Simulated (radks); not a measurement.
# Si⁴⁺ in [He] 2s2 2p5.5 3s0.5: an all-electron calculation

Wanted: eigenvalues, radial structure and energy terms of the silicon ion Si4+.

Program: radks (a radial shooting solver on a logarithmic mesh, Libxc functionals) version 1. Level of theory: scalar-relativistic Kohn-Sham, SOGGA, spin-polarised, spherical densities, finite nucleus; open shells are filled with parallel spins first. These are calculated values, not measurements, unless marked.

### Step 1. The system

- element: silicon (Z = 14)
- charge: +4
- electrons: 10
- configuration: [He] 2s2 2p5.5 3s0.5
- nuclear rms radius: 3.1224 fm

### Step 2. Self-consistent calculation

Settings of this run:

```text
Z 14
configuration [He] 2s2 2p5.5 3s0.5 3p0 4s0 3d0 4f0
relativity scalar-relativistic
functional sogga,pbe
spin polarised
nucleus finite rms 3.1224 fm
c 137.035999084
```

Q: Predict the outcome of this run.

The runs gave:

```
                        quantity                   value
                    total energy      -283.60350 hartree
exchange-correlation share of it                  6.49 %
                            −T/E                  1.0028
          highest occupied level       3s up, -53.983 eV
    most extended occupied level  3s up, <r> = 1.70 bohr
 radius at density 0.001 e/bohr³               2.64 bohr
    maxima of the radial density                       2
```

What this shows: The radial density shows 2 maxima for 3 occupied principal shells; where shells overlap, one shows as a shoulder or not at all. −T/E is 1.003: with relativity the kinetic term as defined here no longer equals −E. This is not the tabulated ground configuration, so its levels and sizes aren't those of the ground state, and no measured value stands beside it.
